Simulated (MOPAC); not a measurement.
# C3H11BSi (SMILES B[SiH](C)CC) at 4 levels

We compute a comparison of 4 runs (AM1, MNDO, PM6-D3H4, PM7) of C3H11BSi. 

Program for the calculation: MOPAC 23.2.5.

6 further runs of the same task are left out: 1 that didn't finish, 5 set aside as unsound or not needed.

## Step 1: Starting point

The species is C3H11BSi (16 atoms), meant as a singlet with charge 0. SMILES: `B[SiH](C)CC`. The shape comes from a force field and isn't a relaxed structure. This is one conformer, not always the lowest.

Bond lengths: B1–Si2 1.895 Å, Si2–C3 1.837 Å, Si2–C4 1.822 Å, C4–C5 1.598 Å, B1–H6 1.242 Å, B1–H7 1.176 Å, Si2–H8 1.455 Å, C3–H9 1.144 Å, C3–H10 1.108 Å, C3–H11 1.142 Å, C4–H12 1.114 Å, C4–H13 1.135 Å, C5–H14 1.104 Å, C5–H15 1.128 Å, C5–H16 1.061 Å. Some angles: B1–Si2–C3 108.1°, B1–Si2–C4 112.5°, C3–Si2–C4 107.4°, Si2–C4–C5 109.8°, B1–Si2–H8 108.7°, C3–Si2–H8 108.1°, C4–Si2–H8 111.9°, Si2–B1–H6 120.6°, Si2–B1–H7 123.0°, Si2–C3–H9 112.3°.

## Step 2: Energy and forces at AM1 (run 1)

File calc.mop:

```
AM1 DISP GRADIENTS BONDS 1SCF AUX(PRECISION=6) THREADS=1
gradient of C3H11BSi

B 0.188100 1 0.880100 1 -1.819900 1
Si 0.553100 1 -0.280300 1 -0.367300 1
C 2.204000 1 0.155700 1 0.309000 1
C -0.654000 1 -0.103100 1 0.985700 1
C -2.096400 1 -0.580600 1 0.490800 1
H 0.075800 1 2.104100 1 -1.639700 1
H -0.034700 1 0.493900 1 -2.907600 1
H 0.614900 1 -1.645700 1 -0.865000 1
H 2.230400 1 1.215600 1 0.738800 1
H 3.003500 1 0.054900 1 -0.451200 1
H 2.470700 1 -0.534200 1 1.178700 1
H -0.394000 1 -0.726400 1 1.871400 1
H -0.829800 1 0.974200 1 1.295300 1
H -2.468900 1 0.067000 1 -0.322300 1
H -2.832700 1 -0.495700 1 1.341100 1
H -2.052700 1 -1.602200 1 0.206300 1
```

Started as:

```sh
mopac calc.mop
```

calc.out:

```text
MOPAC v23.2.5
AM1 CALCULATION RESULTS
[...]
           Empirical Formula: C3 H11 B Si  =    16 atoms
      MOLECULAR POINT GROUP   :   C1
[...]
     SCF FIELD WAS ACHIEVED
[...]
                              SUM =          6.11199 KCAL/MOL = FINAL HEAT OF FORMATION
          TOTAL ENERGY            =       -687.93119 EV
          ELECTRONIC ENERGY       =      -2777.02353 EV
          CORE-CORE REPULSION     =       2089.09235 EV
          COSMO AREA              =        146.75 SQUARE ANGSTROMS
          COSMO VOLUME            =        142.35 CUBIC ANGSTROMS
          GRADIENT NORM           =        142.67115          =       35.66779 PER ATOM
          IONIZATION POTENTIAL    =         10.110525 EV
          HOMO LUMO ENERGIES (EV) =        -10.111  0.582
          NO. OF FILLED LEVELS    =         15
          MOLECULAR WEIGHT        =         86.0154         POINT GROUP:  C1
[...]
                             CARTESIAN COORDINATES
   1    B        0.188100000     0.880100000    -1.819900000
   2   Si        0.553100000    -0.280300000    -0.367300000
   3    C        2.204000000     0.155700000     0.309000000
   4    C       -0.654000000    -0.103100000     0.985700000
   5    C       -2.096400000    -0.580600000     0.490800000
   6    H        0.075800000     2.104100000    -1.639700000
   7    H       -0.034700000     0.493900000    -2.907600000
   8    H        0.614900000    -1.645700000    -0.865000000
   9    H        2.230400000     1.215600000     0.738800000
  10    H        3.003500000     0.054900000    -0.451200000
  11    H        2.470700000    -0.534200000     1.178700000
  12    H       -0.394000000    -0.726400000     1.871400000
  13    H       -0.829800000     0.974200000     1.295300000
[...]
              NET ATOMIC CHARGES AND DIPOLE CONTRIBUTIONS
  ATOM NO.   TYPE          CHARGE      No. of ELECS.   s-Pop       p-Pop
    1          B           0.065678        2.9343     1.34471     1.58961
    2         Si           0.843350        3.1566     0.84003     2.31662
    3          C          -0.518468        4.5185     1.27050     3.24797
    4          C          -0.465947        4.4659     1.27432     3.19163
    5          C          -0.207332        4.2073     1.22911     2.97822
    6          H          -0.103366        1.1034     1.10337
    7          H          -0.094490        1.0945     1.09449
    8          H          -0.199854        1.1999     1.19985
    9          H           0.091117        0.9089     0.90888
   10          H           0.086311        0.9137     0.91369
   11          H           0.088076        0.9119     0.91192
   12          H           0.100038        0.9000     0.89996
[...]
 DIPOLE           X         Y         Z       TOTAL
 POINT-CHG.    -0.110    -0.404     0.005     0.419
 HYBRID         0.092     0.305     0.502     0.594
 SUM           -0.019    -0.099     0.507     0.517
[...]
 * JOB ENDED NORMALLY *
[...]
```

Wall time 0.04 s (1 thread of Arm Neoverse N1, shared host).

## Step 3: Energy and gradient at MNDO (run 2)

File c3h11bsi.mop:

```
MNDO 1SCF BONDS DISP GRADIENTS AUX(PRECISION=6) THREADS=1
C3H11BSi

B 0.188100 1 0.880100 1 -1.819900 1
Si 0.553100 1 -0.280300 1 -0.367300 1
C 2.204000 1 0.155700 1 0.309000 1
C -0.654000 1 -0.103100 1 0.985700 1
C -2.096400 1 -0.580600 1 0.490800 1
H 0.075800 1 2.104100 1 -1.639700 1
H -0.034700 1 0.493900 1 -2.907600 1
H 0.614900 1 -1.645700 1 -0.865000 1
H 2.230400 1 1.215600 1 0.738800 1
H 3.003500 1 0.054900 1 -0.451200 1
H 2.470700 1 -0.534200 1 1.178700 1
H -0.394000 1 -0.726400 1 1.871400 1
H -0.829800 1 0.974200 1 1.295300 1
H -2.468900 1 0.067000 1 -0.322300 1
H -2.832700 1 -0.495700 1 1.341100 1
H -2.052700 1 -1.602200 1 0.206300 1
```

Started as:

```sh
mopac c3h11bsi.mop
```

c3h11bsi.out, cut to the lines that bear on the results:

```text
MOPAC v23.2.5
MNDO CALCULATION RESULTS
[...]
           Empirical Formula: C3 H11 B Si  =    16 atoms
      MOLECULAR POINT GROUP   :   C1
[...]
     SCF FIELD WAS ACHIEVED
[...]
                              SUM =         -7.12754 KCAL/MOL = FINAL HEAT OF FORMATION
          TOTAL ENERGY            =       -697.60445 EV
          ELECTRONIC ENERGY       =      -2792.39846 EV
          CORE-CORE REPULSION     =       2094.79401 EV
          COSMO AREA              =        146.75 SQUARE ANGSTROMS
          COSMO VOLUME            =        142.35 CUBIC ANGSTROMS
          GRADIENT NORM           =        148.85703          =       37.21426 PER ATOM
          IONIZATION POTENTIAL    =         10.889388 EV
          HOMO LUMO ENERGIES (EV) =        -10.889  0.341
          NO. OF FILLED LEVELS    =         15
          MOLECULAR WEIGHT        =         86.0154         POINT GROUP:  C1
[...]
                             CARTESIAN COORDINATES
   1    B        0.188100000     0.880100000    -1.819900000
   2   Si        0.553100000    -0.280300000    -0.367300000
[...]
              NET ATOMIC CHARGES AND DIPOLE CONTRIBUTIONS
  ATOM NO.   TYPE          CHARGE      No. of ELECS.   s-Pop       p-Pop
    1          B          -0.105106        3.1051     1.39031     1.71479
    2         Si           1.203556        2.7964     0.99309     1.80336
    3          C          -0.301642        4.3016     1.27682     3.02483
    4          C          -0.355785        4.3558     1.27884     3.07694
    5          C           0.031226        3.9688     1.22757     2.74120
    6          H          -0.100853        1.1009     1.10085
    7          H          -0.090216        1.0902     1.09022
    8          H          -0.308040        1.3080     1.30804
    9          H           0.003176        0.9968     0.99682
   10          H           0.003070        0.9969     0.99693
   11          H          -0.000205        1.0002     1.00020
   12          H           0.022709        0.9773     0.97729
[...]
 DIPOLE           X         Y         Z       TOTAL
 POINT-CHG.    -0.008    -0.921     0.353     0.986
 HYBRID        -0.003     0.604     0.103     0.612
 SUM           -0.010    -0.317     0.456     0.556
[...]
 * JOB ENDED NORMALLY *
[...]
```

Run time: 0.04 s. Hardware: 1 thread of Arm Neoverse N1, shared host.

## Step 4: Energy and gradient at PM6-D3H4 (run 3)

File input.mop:

```
PM6-D3H4 1SCF BONDS GRADIENTS DISP THREADS=1 AUX(PRECISION=6)
C3H11BSi charge 0

B      0.188100 1     0.880100 1    -1.819900 1
Si     0.553100 1    -0.280300 1    -0.367300 1
C      2.204000 1     0.155700 1     0.309000 1
C     -0.654000 1    -0.103100 1     0.985700 1
C     -2.096400 1    -0.580600 1     0.490800 1
H      0.075800 1     2.104100 1    -1.639700 1
H     -0.034700 1     0.493900 1    -2.907600 1
H      0.614900 1    -1.645700 1    -0.865000 1
H      2.230400 1     1.215600 1     0.738800 1
H      3.003500 1     0.054900 1    -0.451200 1
H      2.470700 1    -0.534200 1     1.178700 1
H     -0.394000 1    -0.726400 1     1.871400 1
H     -0.829800 1     0.974200 1     1.295300 1
H     -2.468900 1     0.067000 1    -0.322300 1
H     -2.832700 1    -0.495700 1     1.341100 1
H     -2.052700 1    -1.602200 1     0.206300 1
```

Started as:

```sh
mopac input.mop
```

input.out, cut to the lines that bear on the results:

```text
MOPAC v23.2.5
PM6-D3H4 CALCULATION RESULTS
[...]
           Empirical Formula: C3 H11 B Si  =    16 atoms
      MOLECULAR POINT GROUP   :   C1
[...]
     SCF FIELD WAS ACHIEVED
[...]
                              SUM =         53.78374 KCAL/MOL = FINAL HEAT OF FORMATION
          TOTAL ENERGY            =       -643.08050 EV
          ELECTRONIC ENERGY       =      -2690.89800 EV
          CORE-CORE REPULSION     =       2047.81750 EV
          COSMO AREA              =        146.75 SQUARE ANGSTROMS
          COSMO VOLUME            =        142.35 CUBIC ANGSTROMS
          GRADIENT NORM           =        134.73970          =       33.68492 PER ATOM
          IONIZATION POTENTIAL    =          8.734361 EV
          HOMO LUMO ENERGIES (EV) =         -8.734 -0.743
          NO. OF FILLED LEVELS    =         15
          MOLECULAR WEIGHT        =         86.0154         POINT GROUP:  C1
[...]
                             CARTESIAN COORDINATES
   1    B        0.188100000     0.880100000    -1.819900000
   2   Si        0.553100000    -0.280300000    -0.367300000
[...]
              NET ATOMIC CHARGES AND DIPOLE CONTRIBUTIONS
  ATOM NO.   TYPE          CHARGE      No. of ELECS.   s-Pop       p-Pop       d-Pop
    1          B          -0.078016        3.0780     1.18660     1.89141
    2         Si           0.331666        3.6683     1.18293     1.75527     0.73013
    3          C          -0.732305        4.7323     1.08616     3.64614
    4          C          -0.517508        4.5175     1.09459     3.42292
    5          C          -0.398019        4.3980     1.08288     3.31514
    6          H           0.026213        0.9738     0.97379
    7          H           0.027380        0.9726     0.97262
    8          H           0.014931        0.9851     0.98507
    9          H           0.188826        0.8112     0.81117
   10          H           0.184574        0.8154     0.81543
   11          H           0.189567        0.8104     0.81043
   12          H           0.171246        0.8288     0.82875
[...]
 DIPOLE           X         Y         Z       TOTAL
 POINT-CHG.    -0.260    -0.239    -0.262     0.439
 HYBRID         0.136     0.493     0.979     1.104
 SUM           -0.124     0.255     0.716     0.770
[...]
 * JOB ENDED NORMALLY *
[...]
```

It took 0.06 s on 1 thread of Arm Neoverse N1, shared host.

## Step 5: Energy and gradient at PM7 (run 4)

File job.mop:

```
PM7 1SCF DISP GRADIENTS BONDS AUX(PRECISION=9) THREADS=1
C3H11BSi, PM7

B 0.188100 1 0.880100 1 -1.819900 1
Si 0.553100 1 -0.280300 1 -0.367300 1
C 2.204000 1 0.155700 1 0.309000 1
C -0.654000 1 -0.103100 1 0.985700 1
C -2.096400 1 -0.580600 1 0.490800 1
H 0.075800 1 2.104100 1 -1.639700 1
H -0.034700 1 0.493900 1 -2.907600 1
H 0.614900 1 -1.645700 1 -0.865000 1
H 2.230400 1 1.215600 1 0.738800 1
H 3.003500 1 0.054900 1 -0.451200 1
H 2.470700 1 -0.534200 1 1.178700 1
H -0.394000 1 -0.726400 1 1.871400 1
H -0.829800 1 0.974200 1 1.295300 1
H -2.468900 1 0.067000 1 -0.322300 1
H -2.832700 1 -0.495700 1 1.341100 1
H -2.052700 1 -1.602200 1 0.206300 1
```

Started as:

```sh
mopac job.mop
```

job.out, cut to the lines that bear on the results:

```text
MOPAC v23.2.5
PM7 CALCULATION RESULTS
[...]
           Empirical Formula: C3 H11 B Si  =    16 atoms
      MOLECULAR POINT GROUP   :   C1
[...]
     SCF FIELD WAS ACHIEVED
[...]
                              SUM =          4.32712 KCAL/MOL = FINAL HEAT OF FORMATION
          TOTAL ENERGY            =       -674.10535 EV
          ELECTRONIC ENERGY       =      -2761.09276 EV
          CORE-CORE REPULSION     =       2086.98741 EV
          COSMO AREA              =        146.75 SQUARE ANGSTROMS
          COSMO VOLUME            =        142.35 CUBIC ANGSTROMS
          GRADIENT NORM           =        113.79086          =       28.44772 PER ATOM
          IONIZATION POTENTIAL    =         10.161945 EV
          HOMO LUMO ENERGIES (EV) =        -10.162 -0.590
          NO. OF FILLED LEVELS    =         15
          MOLECULAR WEIGHT        =         86.0154         POINT GROUP:  C1
[...]
                             CARTESIAN COORDINATES
   1    B        0.188100000     0.880100000    -1.819900000
   2   Si        0.553100000    -0.280300000    -0.367300000
[...]
              NET ATOMIC CHARGES AND DIPOLE CONTRIBUTIONS
  ATOM NO.   TYPE          CHARGE      No. of ELECS.   s-Pop       p-Pop       d-Pop
    1          B          -0.033938        3.0339     0.79178     2.24216
    2         Si           0.048019        3.9520     0.82889     2.92872     0.19438
    3          C          -0.577890        4.5779     1.05644     3.52145
    4          C          -0.398104        4.3981     1.06543     3.33267
    5          C          -0.411805        4.4118     1.05669     3.35512
    6          H           0.047106        0.9529     0.95289
    7          H           0.040128        0.9599     0.95987
    8          H           0.051280        0.9487     0.94872
    9          H           0.167368        0.8326     0.83263
   10          H           0.161689        0.8383     0.83831
   11          H           0.169253        0.8307     0.83075
   12          H           0.158260        0.8417     0.84174
[...]
 DIPOLE           X         Y         Z       TOTAL
 POINT-CHG.    -0.203     0.268    -0.214     0.399
 HYBRID         0.098     0.279     0.729     0.787
 SUM           -0.105     0.547     0.515     0.758
[...]
 * JOB ENDED NORMALLY *
[...]
```

It took 0.04 s on 1 thread of Arm Neoverse N1, shared host.

## Step 6: The series

```tsv
run	level	heat of formation (kcal/mol)	dipole moment (D)	HOMO energy (eV)	LUMO energy (eV)	wall time
1	AM1	6.11	0.52	-10.11	0.58	0.04 s
2	MNDO	-7.13	0.56	-10.89	0.34	0.04 s
3	PM6-D3H4	53.78	0.77	-8.73	-0.74	0.06 s
4	PM7	4.33	0.76	-10.16	-0.59	0.04 s
```

## Step 7: Results

| quantity | value |
| --- | --- |
| run 4: total energy | -24.77291 Eh |
| run 4: dipole moment | 0.76 D |
| run 4: HOMO energy | -10.16 eV |
| run 4: LUMO energy | -0.59 eV |
| run 4: HOMO–LUMO gap | 9.57 eV |
| run 4: dispersion energy | -4.38 kJ/mol |
| run 4: heat of formation at this unrelaxed shape | 4.3 kcal/mol |
| run 4: largest force on an atom | 2.548 eV/Å |

What this shows: The dipole moment (its size) runs from 0.52 D (AM1) to 0.77 D (PM6-D3H4). The HOMO–LUMO gap runs from 7.99 eV (PM6-D3H4) to 11.23 eV (MNDO). Force-field and semi-empirical energies have zeros of their own, so their totals don't compare. All runs together took 0.18 s, the longest 0.06 s.
